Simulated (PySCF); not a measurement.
# FBSeH2 in PySCF: further runs

One molecule, FBSeH2, is run at these levels: PBE, revTPSS+D4; tasks: atomic charges.

Program: PySCF 2.14.0. These are calculated values, not measurements. Logs are shortened: lines on timing, memory, paths and dates and some standing lists are left out, and cuts for length are marked.

### 1 The structure

The cell holds a molecule in a box, 5 atoms: a = 12.000 Å, b = 13.000 Å, c = 11.000 Å, α = 90.00°, β = 90.00°, γ = 90.00°.

### 2 Atomic charges, PBE

The input, run.py:

```python
import json
import numpy as np
from pyscf.pbc import gto, scf, dft, df

cell = gto.Cell()
cell.a = '''
 12.0000000000    0.0000000000    0.0000000000
  0.0000000000   13.0000000000    0.0000000000
  0.0000000000    0.0000000000   11.0000000000'''
cell.atom = '''
F    5.7294500400    4.8649000400    6.3249000100
B    5.7378500400    5.9599000500    5.5876000400
Se   7.1175500400    7.2721000300    5.9268000000
H    4.9084500000    6.1127999400    4.7431000100
H    6.6333500400    8.1770999700    4.8792000400'''
cell.unit = 'A'
cell.basis = 'def2-svp'
cell.exp_to_discard = 0
cell.precision = 1e-08
cell.max_memory = 2520  # MB
cell.verbose = 4
cell.build()

res = {}
kpts = cell.make_kpts([1, 1, 1])
mf = dft.KRKS(cell, kpts, xc='pbe')
mf = mf.density_fit()
mf.with_df._cderi_to_save = 'cderi.h5'
mf.with_df.build(j_only=False)
mf.conv_tol = 1e-07
mf.max_cycle = 60

mf.kernel()
res.update(converged=bool(mf.converged), e_tot=mf.e_tot, nelec=cell.nelectron, nao=cell.nao, mesh=list(map(int, cell.mesh)), a=cell.lattice_vectors().tolist(), coords=cell.atom_coords().tolist(),
           mo_energy=[np.real(x).tolist() for x in mf.mo_energy], mo_occ=[np.real(x).tolist() for x in mf.mo_occ])
res.update(kpts=cell.get_scaled_kpts(kpts).tolist())
res['parts'] = {k: float(np.real(v)) for k, v in mf.scf_summary.items() if np.isscalar(v)}
json.dump(res, open('results.json', 'w'))
if not mf.converged:
    raise SystemExit('SCF not converged')

print('levels (eV)')
for i, kp in enumerate(res['kpts'][:40]):
    print('k %7.4f %7.4f %7.4f  ' % tuple(kp), ' '.join('%.3f' % (x * 27.211386) for x in res['mo_energy'][i][:30]))

# Mulliken populations
dm, s = np.asarray(mf.make_rdm1()), np.asarray(mf.get_ovlp())
sites = cell.aoslice_by_atom()[:, 2:]
tot = np.einsum('kij,kji->i', dm, s).real / len(kpts)
res['mulliken'] = [cell.atom_charge(i) - tot[a0:a1].sum() for i, (a0, a1) in enumerate(sites)]
print('Mulliken charges', np.round(res['mulliken'], 5))
res['meta_lowdin'] = mf.mulliken_meta()[1].tolist()

# density on a uniform mesh
grids = dft.gen_grid.UniformGrids(cell)
grids.mesh = [61, 67, 57]
grids.build()
ni = dft.numint.KNumInt()
rho = [ni.get_rho(cell, x, grids, kpts) for x in [dm]]
np.save('rho.npy', np.reshape(rho, (-1, *grids.mesh)))
res['done'] = True
json.dump(res, open('results.json', 'w'))
```

Potentials or basis: def2-svp (all-electron).

Run with:

```bash
$ OMP_NUM_THREADS=2 python -u run.py > log
```

Standard output:

```text
Discarded 0 diffused primitive functions, 0 contracted functions

PySCF version 2.14.0

[INPUT] verbose = 4
[INPUT] num. atoms = 5
[INPUT] num. electrons = 50
[INPUT] charge = 0
[INPUT] spin (= nelec alpha-beta = 2S) = 0
[INPUT] symmetry False subgroup None
[INPUT] Mole.unit = A
[INPUT] Symbol           X                Y                Z      unit          X                Y                Z       unit  Magmom
[INPUT]  1 F      5.729450040000   4.864900040000   6.324900010000 AA   10.827091419978   9.193328698986  11.952328784159 Bohr   0.0
[INPUT]  2 B      5.737850040000   5.959900050000   5.587600040000 AA   10.842965119425  11.262578824282  10.559033769209 Bohr   0.0
[INPUT]  3 Se     7.117550040000   7.272100030000   5.926800000000 AA   13.450220253487  13.742277407141  11.200028795072 Bohr   0.0
[INPUT]  4 H      4.908450000000   6.112799940000   4.743100010000 AA    9.275626196121  11.551517740858   8.963160000322 Bohr   0.0
[INPUT]  5 H      6.633350040000   8.177099970000   4.879200040000 AA   12.535214863973  15.452479436489   9.220351782567 Bohr   0.0

nuclear repulsion = -5.8317801636104
number of shells = 30
number of NR pGTOs = 136
number of NR cGTOs = 70
basis = def2-svp
ecp = {}
lattice vectors  a1 [22.676713495, 0.000000000, 0.000000000]
                 a2 [0.000000000, 24.566439619, 0.000000000]
                 a3 [0.000000000, 0.000000000, 20.786987370]
dimension = 3
low_dim_ft_type = None
Cell volume = 11580.1
exp_to_discard = 0
rcut = 24.39199581958808 (nimgs = [2 1 2])
precision = 1e-08
pseudo = None
ke_cutoff = 6972809.10771227
    = [26957 29203 24711] mesh (19453123671681 PWs)

******** <class 'pyscf.pbc.df.df.GDF'> ********
auxbasis = def2-universal-jfit
exp_to_discard = 0
len(kpts) = 1
Drop 0 primitive fitting functions
make aux basis, num shells = 58, num cGTOs = 178
auxcell.rcut 18.11290125399776

******** <class 'pyscf.pbc.df.rsdf_builder._RSGDFBuilder'> ********
mesh = [35 37 33] (42735 PWs)
ke_cutoff = 10.597180034677807
omega = 0.39363753820753167
exclude_d_aux = True
exclude_dd_block = True
j2c_eig_always = False
has_long_range = True

******** <class 'pyscf.pbc.dft.krks.KRKS'> ********
method = KRKS
initial guess = minao
damping factor = 0
level_shift factor = 0
DIIS = <class 'pyscf.scf.diis.CDIIS'>
diis_start_cycle = 1
diis_space = 8
diis_damp = 0
SCF conv_tol = 1e-07
SCF conv_tol_grad = None
SCF max_cycles = 60
direct_scf = True
direct_scf_tol = 1e-13

******** PBC SCF flags ********
N kpts = 1
Exchange divergence treatment (exxdiv) = ewald
    madelung (= occupied orbital energy shift) = 0.12451564812305668
    Total energy shift due to Ewald probe charge = -1/2 * Nelec*madelung = -3.11289120308
DF object = <pyscf.pbc.df.df.GDF object>
XC functionals = pbe
small_rho_cutoff = 0
radial grids:
    Treutler-Ahlrichs [JCP 102, 346 (1995); DOI:10.1063/1.469408] (M4) radial grids

becke partition: Becke, JCP 88, 2547 (1988); DOI:10.1063/1.454033
pruning grids: <function nwchem_prune>
grids dens level: 3
symmetrized grids: False
atomic radii adjust function: <function treutler_atomic_radii_adjust>
Set gradient conv threshold to 0.000316228

******** <class 'pyscf.pbc.df.rsdf_builder._RSNucBuilder'> ********
mesh = [45 47 41] (86715 PWs)
ke_cutoff = 17.302185920816544
omega = 0.5229654415994075
exclude_d_aux = False
exclude_dd_block = True
j2c_eig_always = False
has_long_range = True
tot grids = 68330
cell vol = 11580.142  sum(weights) = 11572.9204
nelec by numeric integration = 50.00000009309342
init E= -2526.88072214842
  HOMO = -0.255308608477  LUMO = -0.0756784811294  gap/eV = 4.88798
nelec by numeric integration = 49.99999887539991
cycle= 1 E= -2526.59432994948  delta_E= 0.286  |g|= 0.482  |ddm|= 2.37
  HOMO = -0.209141527522  LUMO = -0.019951887846  gap/eV = 5.14811
nelec by numeric integration = 49.99999933338918
cycle= 2 E= -2526.47086646173  delta_E= 0.123  |g|= 0.973  |ddm|= 1.23
  HOMO = -0.21740218871  LUMO = -0.0412130724903  gap/eV = 4.79435
nelec by numeric integration = 49.999999042903355
cycle= 3 E= -2526.62548736153  delta_E= -0.155  |g|= 0.126  |ddm|= 0.954
  HOMO = -0.227516388481  LUMO = -0.0456913301722  gap/eV = 4.94771
nelec by numeric integration = 49.99999902106606
cycle= 4 E= -2526.62833875079  delta_E= -0.00285  |g|= 0.0106  |ddm|= 0.121
  HOMO = -0.226803637245  LUMO = -0.0460157104721  gap/eV = 4.91949
nelec by numeric integration = 49.99999901900189
cycle= 5 E= -2526.62835153421  delta_E= -1.28e-05  |g|= 0.00721  |ddm|= 0.0229
  HOMO = -0.227294405408  LUMO = -0.0459153247595  gap/eV = 4.93558
nelec by numeric integration = 49.99999902520471
cycle= 6 E= -2526.62836907755  delta_E= -1.75e-05  |g|= 0.00199  |ddm|= 0.0116
  HOMO = -0.227076269702  LUMO = -0.0459151722903  gap/eV = 4.92964
nelec by numeric integration = 49.99999902300183
cycle= 7 E= -2526.62836998961  delta_E= -9.12e-07  |g|= 0.000605  |ddm|= 0.00308
  HOMO = -0.227097219188  LUMO = -0.045867652776  gap/eV = 4.93151
nelec by numeric integration = 49.99999902317222
cycle= 8 E= -2526.62837010172  delta_E= -1.12e-07  |g|= 0.000131  |ddm|= 0.000851
  HOMO = -0.227102792588  LUMO = -0.045886473366  gap/eV = 4.93115
nelec by numeric integration = 49.999999023225584
cycle= 9 E= -2526.62837010743  delta_E= -5.71e-09  |g|= 2.38e-05  |ddm|= 0.000197
  HOMO = -0.22709770491  LUMO = -0.04588242968  gap/eV = 4.93112
nelec by numeric integration = 49.999999023178184
Extra cycle  E= -2526.62837010731  delta_E= 1.15e-10  |g|= 3.47e-05  |ddm|= 5.86e-05
converged SCF energy = -2526.62837010731
levels (eV)
k  0.0000  0.0000  0.0000   -12300.396 -1561.399 -1402.600 -1402.584 -1402.573 -660.425 -205.125 -178.980 -150.526 -150.394 -150.316 -53.613 -53.583 -53.511 -53.411 -53.411 -29.675 -17.698 -13.145 -11.295 -10.758 -10.215 -9.136 -7.096 -6.180 -1.249 -0.336 1.989 2.618 4.511
Mulliken charges [-0.03949  0.06023 -0.04896 -0.03282  0.06104]
 ** Mulliken pop on meta-lowdin orthogonal AOs **
 ** Mulliken pop  **
pop of  0 F 1s            1.99995
pop of  0 F 2s            1.75660
pop of  0 F 3s            0.00299
pop of  0 F 2px           1.87286
pop of  0 F 2py           1.76405
pop of  0 F 2pz           1.80868
pop of  0 F 3px           0.00170
pop of  0 F 3py           0.00099
pop of  0 F 3pz           0.00105
pop of  0 F 3dxy          0.00062
pop of  0 F 3dyz          0.00277
pop of  0 F 3dz^2         0.00058
pop of  0 F 3dxz          0.00027
pop of  0 F 3dx2-y2       0.00169
pop of  1 B 1s            1.99958
pop of  1 B 2s            0.85695
pop of  1 B 3s            0.00843
pop of  1 B 2px           0.74229
pop of  1 B 2py           0.56723
pop of  1 B 2pz           0.64532
pop of  1 B 3px           0.01372
pop of  1 B 3py           0.01780
pop of  1 B 3pz           0.01200
pop of  1 B 3dxy          0.00392
pop of  1 B 3dyz          0.00241
pop of  1 B 3dz^2         0.00229
pop of  1 B 3dxz          0.00151
pop of  1 B 3dx2-y2       0.00233
pop of  2 Se 1s           2.00000
pop of  2 Se 2s           1.99996
pop of  2 Se 3s           1.99964
pop of  2 Se 4s           1.71790
pop of  2 Se 5s           0.00622
pop of  2 Se 2px          1.99999
pop of  2 Se 2py          1.99999
pop of  2 Se 2pz          1.99999
pop of  2 Se 3px          1.99983
pop of  2 Se 3py          1.99981
pop of  2 Se 3pz          1.99982
pop of  2 Se 4px          1.53799
pop of  2 Se 4py          1.22641
pop of  2 Se 4pz          1.46429
pop of  2 Se 5px          0.00301
pop of  2 Se 5py          0.00985
pop of  2 Se 5pz          0.00450
pop of  2 Se 3dxy         1.99972
pop of  2 Se 3dyz         1.99972
pop of  2 Se 3dz^2        1.99976
pop of  2 Se 3dxz         1.99977
pop of  2 Se 3dx2-y2      1.99975
pop of  2 Se 4dxy         0.00349
pop of  2 Se 4dyz         0.00350
pop of  2 Se 4dz^2        0.00255
pop of  2 Se 4dxz         0.00372
pop of  2 Se 4dx2-y2      0.00207
pop of  2 Se 5dxy         0.00015
pop of  2 Se 5dyz         0.00022
pop of  2 Se 5dz^2        0.00007
pop of  2 Se 5dxz         0.00005
pop of  2 Se 5dx2-y2      0.00009
pop of  3 H 1s            0.99014
pop of  3 H 2s            0.00709
pop of  3 H 2px           0.00103
pop of  3 H 2py           0.00017
pop of  3 H 2pz           0.00096
pop of  4 H 1s            0.91376
pop of  4 H 2s            0.00774
pop of  4 H 2px           0.00086
pop of  4 H 2py           0.00158
pop of  4 H 2pz           0.00225
 ** Mulliken atomic charges  **
charge of    0F =     -0.21479
charge of    1B =      0.12422
charge of    2Se =      0.01615
charge of    3H =      0.00061
charge of    4H =      0.07381
```

Run time: 17 s. Hardware: 2 threads of Intel Xeon at 2.70GHz, shared host; peak memory 1.9 GiB.

What came out:

```yaml
Free_energy: -68753.0605 eV
Gap_between_the_frontier_levels: 4.93 eV
Meta-löwdin_charges: F -0.21; B +0.12; Se +0.02; H +0.00, +0.07 e
```

Caveat: this is a molecule in a periodic box at the Γ point, so its band gap is the HOMO-LUMO gap; population charges move with the basis; relativity is left out, which matters for the heavier elements; the basis of atomic orbitals isn't converged, which shifts pressures, moduli and gaps. A hybrid or GW would open this gap; PBE tends to underestimate it.

### 3 Atomic charges, revTPSS+D4

run.py: that of step 2 with these lines changed.

```diff
@@ -24,7 +24,11 @@
 res = {}
+from pyscf.dispersion import dftd4
+d = dftd4.DFTD4Dispersion(cell, xc='revtpss', atm=True).get_dispersion(grad=True)
+print('dispersion energy = %.10f' % d['energy'])
+res['e_disp'] = float(d['energy'])
+
 kpts = cell.make_kpts([1, 1, 1])
-mf = dft.KRKS(cell, kpts, xc='pbe')
+mf = dft.KRKS(cell, kpts, xc='MGGA_X_REVTPSS,MGGA_C_REVTPSS')
 mf = mf.density_fit()
-mf.with_df._cderi_to_save = 'cderi.h5'
-mf.with_df.build(j_only=False)
+mf.with_df._cderi = 'cderi.h5'  # three-centre integrals saved by an earlier run on this cell, basis and mesh
 mf.conv_tol = 1e-07
@@ -52,10 +56,2 @@
 res['meta_lowdin'] = mf.mulliken_meta()[1].tolist()
-
-# density on a uniform mesh
-grids = dft.gen_grid.UniformGrids(cell)
-grids.mesh = [61, 67, 57]
-grids.build()
-ni = dft.numint.KNumInt()
-rho = [ni.get_rho(cell, x, grids, kpts) for x in [dm]]
-np.save('rho.npy', np.reshape(rho, (-1, *grids.mesh)))
 res['done'] = True
```

Potentials or basis: def2-svp (all-electron).

Run with:

```bash
$ OMP_NUM_THREADS=2 python -u run.py > log
```

Standard output:

```text
Discarded 0 diffused primitive functions, 0 contracted functions

PySCF version 2.14.0

[INPUT] verbose = 4
[INPUT] num. atoms = 5
[INPUT] num. electrons = 50
[INPUT] charge = 0
[INPUT] spin (= nelec alpha-beta = 2S) = 0
[INPUT] symmetry False subgroup None
[INPUT] Mole.unit = A
[INPUT] Symbol           X                Y                Z      unit          X                Y                Z       unit  Magmom
[INPUT]  1 F      5.729450040000   4.864900040000   6.324900010000 AA   10.827091419978   9.193328698986  11.952328784159 Bohr   0.0
[INPUT]  2 B      5.737850040000   5.959900050000   5.587600040000 AA   10.842965119425  11.262578824282  10.559033769209 Bohr   0.0
[INPUT]  3 Se     7.117550040000   7.272100030000   5.926800000000 AA   13.450220253487  13.742277407141  11.200028795072 Bohr   0.0
[INPUT]  4 H      4.908450000000   6.112799940000   4.743100010000 AA    9.275626196121  11.551517740858   8.963160000322 Bohr   0.0
[INPUT]  5 H      6.633350040000   8.177099970000   4.879200040000 AA   12.535214863973  15.452479436489   9.220351782567 Bohr   0.0

nuclear repulsion = -5.8317801636104
number of shells = 30
number of NR pGTOs = 136
number of NR cGTOs = 70
basis = def2-svp
ecp = {}
lattice vectors  a1 [22.676713495, 0.000000000, 0.000000000]
                 a2 [0.000000000, 24.566439619, 0.000000000]
[... 87 lines left out ...]
Mulliken charges [-0.07136  0.16695 -0.09239 -0.06052  0.05733]
 ** Mulliken pop on meta-lowdin orthogonal AOs **
 ** Mulliken pop  **
pop of  0 F 1s            1.99997
pop of  0 F 2s            1.76017
pop of  0 F 3s            0.00283
pop of  0 F 2px           1.87633
pop of  0 F 2py           1.76632
pop of  0 F 2pz           1.81199
pop of  0 F 3px           0.00170
pop of  0 F 3py           0.00084
pop of  0 F 3pz           0.00094
pop of  0 F 3dxy          0.00062
pop of  0 F 3dyz          0.00276
pop of  0 F 3dz^2         0.00059
pop of  0 F 3dxz          0.00027
pop of  0 F 3dx2-y2       0.00168
pop of  1 B 1s            1.99972
pop of  1 B 2s            0.84606
pop of  1 B 3s            0.00841
[... 38 lines left out ...]
pop of  2 Se 5dxy         0.00015
pop of  2 Se 5dyz         0.00022
pop of  2 Se 5dz^2        0.00007
pop of  2 Se 5dxz         0.00005
pop of  2 Se 5dx2-y2      0.00008
pop of  3 H 1s            1.00490
pop of  3 H 2s            0.00789
pop of  3 H 2px           0.00116
pop of  3 H 2py           0.00018
pop of  3 H 2pz           0.00109
pop of  4 H 1s            0.92932
pop of  4 H 2s            0.00849
pop of  4 H 2px           0.00074
pop of  4 H 2py           0.00159
pop of  4 H 2pz           0.00221
 ** Mulliken atomic charges  **
charge of    0F =     -0.22698
charge of    1B =      0.16871
charge of    2Se =      0.01586
charge of    3H =     -0.01523
charge of    4H =      0.05764
```

Wall time 14 s (2 threads of Intel Xeon at 2.70GHz, shared host); peak memory 1.9 GiB.

What came out:

```
Free energy                     : -68748.3963 eV
Gap between the frontier levels : 5.28 eV
Meta-löwdin charges             : F -0.23; B +0.17; Se +0.02; H -0.02, +0.06 e
Dispersion energy per atom      : -0.015 eV
```

Levels at points of the mesh, in eV from the valence-band top:
| k point | band 22 | band 23 | band 24 | band 25 | band 26 | band 27 |
| --- | --- | --- | --- | --- | --- | --- |
| (0.00, 0.00, 0.00) | -4.17 | -3.03 | -0.99 | 0.00 | 5.28 | 6.22 |

Caveat: this is a molecule in a periodic box at the Γ point, so its band gap is the HOMO-LUMO gap; the energy listed adds the dispersion energy to the SCF energy of the log; population charges move with the basis; relativity is left out, which matters for the heavier elements; the basis of atomic orbitals isn't converged, which shifts pressures, moduli and gaps.
